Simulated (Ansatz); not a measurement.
Task: a point defect in a supercell of AlRh, space group Pm-3m, with the Python package of Ansatz (0.2.0). Give the script and its output. Settings (first run): LDA, PAW, cutoff 517 eV, 2×2×2 k-points, cold smearing of 0.1 eV.

The script reads `alrh.extxyz`:
```text
2
Lattice="2.97732247 0.0 0.0 0.0 2.97732247 0.0 0.0 0.0 2.97732247" Properties=species:S:1:pos:R:3 pbc="T T T"
Al    0.00000000    0.00000000    0.00000000
Rh    1.48866123    1.48866123    1.48866123
```

The script, `run_defect.py`:
```python
"""Point defect (substitution) in AlRh."""

import ansatz
import numpy as np

SETTINGS = {
    "xc": "lda",
    "occupations": "cold",
    "width_ev": 0.1,
}


def main() -> None:
    alrh = ansatz.Crystal.from_extxyz("alrh.extxyz")
    host = alrh.supercell(2)
    defective = host.substitution("Pd", at=(0.5, 0.5, 0.5), replaces="Rh")

    def settled(structure):
        return (
            structure.calculation()
            .functional(SETTINGS["xc"])
            .occupations(SETTINGS["occupations"], width=SETTINGS["width_ev"])
            .kpoints(2)
            .basis(19 * ansatz.Ha)
            .band_table()
        )


    perfect = settled(host).run(threads=1, pin="off").report
    calc = (
        settled(defective)
        .relax(force_tolerance=0.02, max_steps=40)
    )
    done = calc.run(threads=1, pin="off")
    report = done.report

    n_host, n_defect = len(perfect["lattice"]["sites"]), len(report["lattice"]["sites"])
    print(f"perfect cell: {n_host} atoms, F = {perfect['free_energy_ev']:.4f} eV")
    print(f"defect cell:  {n_defect} atoms, F = {report['free_energy_ev']:.4f} eV")
    # chemical potentials are still to be added to this difference
    print(f"difference {report['free_energy_ev'] - perfect['free_energy_ev']:.4f} eV (no chemical potentials)")

    for site in done.lattice.sites:
        print(f"{site.symbol:2s}", " ".join(f"{v:8.4f}" for v in site.position_ang))

    start = np.array([site.position for site in defective.resolved().sites])
    step = np.array([site.position_frac for site in done.lattice.sites]) - start
    moved = np.linalg.norm((step - np.round(step)) @ done.lattice.cell_ang, axis=1)
    print("relaxation by atom (A):", " ".join(f"{site.symbol}:{d:.3f}" for site, d in zip(done.lattice.sites, moved)))


if __name__ == "__main__":
    main()
```

```console
$ python run_defect.py
perfect cell: 16 atoms, F = -54348.6373 eV
defect cell:  16 atoms, F = -54914.1034 eV
difference -565.4661 eV (no chemical potentials)
Al   0.0022   0.0022   0.0022
Pd   1.4887   1.4887   1.4887
Al   0.0022   0.0022   2.9751
Rh   1.4887   1.4887   4.4660
Al   0.0022   2.9751   0.0022
Rh   1.4887   4.4660   1.4887
Al   0.0022   2.9751   2.9751
Rh   1.4887   4.4660   4.4660
Al   2.9751   0.0022   0.0022
Rh   4.4660   1.4887   1.4887
Al   2.9751   0.0022   2.9751
Rh   4.4660   1.4887   4.4660
Al   2.9751   2.9751   0.0022
Rh   4.4660   4.4660   1.4887
Al   2.9751   2.9751   2.9751
Rh   4.4660   4.4660   4.4660
relaxation by atom (A): Al:0.004 Pd:0.000 Al:0.004 Rh:0.000 Al:0.004 Rh:0.000 Al:0.004 Rh:0.000 Al:0.004 Rh:0.000 Al:0.004 Rh:0.000 Al:0.004 Rh:0.000 Al:0.004 Rh:0.000
```

Total energies depend on the potentials; only differences at equal settings carry meaning. A total without «per atom» is that of the cell as typed. For a metal this mesh is far too coarse, so the numbers only illustrate the procedure. The difference holds no chemical potentials. Errors of mesh and smearing per atom add up over the supercell, so the energy can be off by tenths of an eV. This cell is a computed structure, which may not be the phase found in nature. The supercell is small, so the defect meets its images and the energies aren't those of an isolated defect; a partly filled defect level may also lower its energy by spin or distortion. For a charged cell the difference holds no correction, alignment or term for the electrons' reservoir. Timing: 11 s on 1 thread of Intel(R) Xeon(R) Processor @ 2.30GHz, with other jobs on the host, peak memory 0.79 GiB.
